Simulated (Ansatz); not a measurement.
CoO:

```
Co O
1.0
     0.00000    2.13150    2.13150
     2.13150    0.00000    2.13150
     2.13150    2.13150    0.00000
Co O
1 1
Direct
  0.00000 0.00000 0.00000
  0.50000 0.50000 0.50000
```

* Program: Ansatz 0.2.0
* Task: relaxation of cell and atoms
* Functional: HSE03
* Potentials or basis: Ansatz PAW
* Cutoff: 420 eV (not typed: the program's choice for these potentials)
* k mesh: 6 × 6 × 6
* Occupations: fermi-dirac, width 0.05 eV
* Spin: collinear spin, ferromagnetic start
* Starting moments: [2.0, 0.0] μB

At the start: volume 9.68 Å³/atom.

Question: Where does the relaxation end?

Answer: It ends after 7 steps and the volume is 9.30 Å³/atom (-3.9 %); space group Fm-3m (No. 225, to 0.05 Å); moment 3.00 μB per cell.

Step by step:
| step | energy change (eV) | largest force (eV/Å) | volume (Å³) |
| --- | --- | --- | --- |
| 1 | 0.0000 | 0.0000 | 19.37 |
| 2 | -0.0179 | 0.0000 | 18.92 |
| 3 | -0.0230 | 0.0000 | 18.60 |
| 4 | -0.0229 | 0.0000 | 18.62 |
| 5 | -0.0193 | 0.0000 | 18.62 |
| 6 | -0.0194 | 0.0000 | 18.60 |
| 7 | -0.0191 | 0.0000 | 18.60 |

Final structure:
```
CELL_PARAMETERS angstrom
0.00000 2.10309 2.10309
2.10309 0.00000 2.10309
2.10309 2.10309 0.00000
ATOMIC_POSITIONS crystal
Co 0.00000 0.00000 0.00000
O 0.50000 0.50000 0.50000
```

Caveat: the k mesh is coarse (spacing up to 0.43 Å⁻¹), so the values aren't converged, least of all with exact exchange; the magnetic or orbital state may not be the lowest; the plane-wave basis is chosen anew once the cell has moved, so the energies of steps on either side of that aren't comparable; the pressure holds a Pulay correction of +0.8 GPa for the finite cutoff; a cell with one magnetic atom can't hold antiferromagnetic order, which such compounds often take; the PAW data sets come from PBE, with cores solved anew for the run's functional, which leaves a small shift of forces and pressure.
